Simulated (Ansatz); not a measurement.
# C2H6Br2GaN: the cost of one run

The runs use Ansatz 0.2.0, Gaussian basis; the settings change from run to run.

### 1 The molecule

The geometry comes from an earlier relaxation with PBE0-D4 in a triple-zeta def2 set; it is a stationary point, not always the lowest conformer.

12 atoms, charge 0, spin multiplicity 1.

Atoms are counted from 1 here; the program's logs count them from 0.

Bond lengths: C1–N2 1.442 Å, C1–H7 1.098 Å, C1–H8 1.098 Å, C1–H9 1.091 Å, N2–C3 1.442 Å, N2–Ga4 1.800 Å, C3–H10 1.091 Å, C3–H11 1.098 Å, C3–H12 1.098 Å, Ga4–Br5 2.274 Å, Ga4–Br6 2.274 Å. Angles: N2–C1–H7 111.1°, N2–C1–H8 111.1°, N2–C1–H9 110.9°, H7–C1–H8 107.6°, H7–C1–H9 108.0°, H8–C1–H9 108.0°, C1–N2–C3 114.1°, C1–N2–Ga4 123.0°, C3–N2–Ga4 123.0°, N2–C3–H10 110.9°, N2–C3–H11 111.1°, N2–C3–H12 111.1°, H10–C3–H11 108.0°, H10–C3–H12 108.0°, H11–C3–H12 107.6°, N2–Ga4–Br5 120.3°, N2–Ga4–Br6 120.3°, Br5–Ga4–Br6 119.4°.

### 2 r2SCAN/def2-SVP

Options: D3(BJ) dispersion, high accuracy.

Contents of in.yaml:

```yaml
crystal:
  periodic: [false, false, false]
  atoms:
    - {symbol: C, position_ang: [-0.552017, -0.732962, 1.118946]}
    - {symbol: N, position_ang: [0.004127, -0.007723, 0.003722]}
    - {symbol: C, position_ang: [1.255133, -0.538691, -0.477986]}
    - {symbol: Ga, position_ang: [-0.792773, 1.433651, -0.722758]}
    - {symbol: Br, position_ang: [0.166412, 2.509442, -2.481246]}
    - {symbol: Br, position_ang: [-2.766846, 2.193865, 0.110740]}
    - {symbol: H, position_ang: [0.134742, -0.728918, 1.976262]}
    - {symbol: H, position_ang: [-0.744293, -1.781340, 0.853419]}
    - {symbol: H, position_ang: [-1.495393, -0.289191, 1.441455]}
    - {symbol: H, position_ang: [1.629155, 0.046709, -1.319608]}
    - {symbol: H, position_ang: [1.141336, -1.578633, -0.812872]}
    - {symbol: H, position_ang: [2.020426, -0.526209, 0.309927]}
basis:
  gaussian: {orbitals: def2-SVP}
hamiltonian: {xc: {name: r2SCAN}, dispersion: d3bj}
accuracy: high
```

Launch:

```sh
> ansatz run in.yaml --threads 2 --pin off --events-out ev --progress --plain --max-ram 22528MiB --backend cpu
```

Q: Estimate wall time and peak memory on 2 threads of AMD EPYC 7R13, shared host.

About 26 s, with a peak of 0.85 GiB.
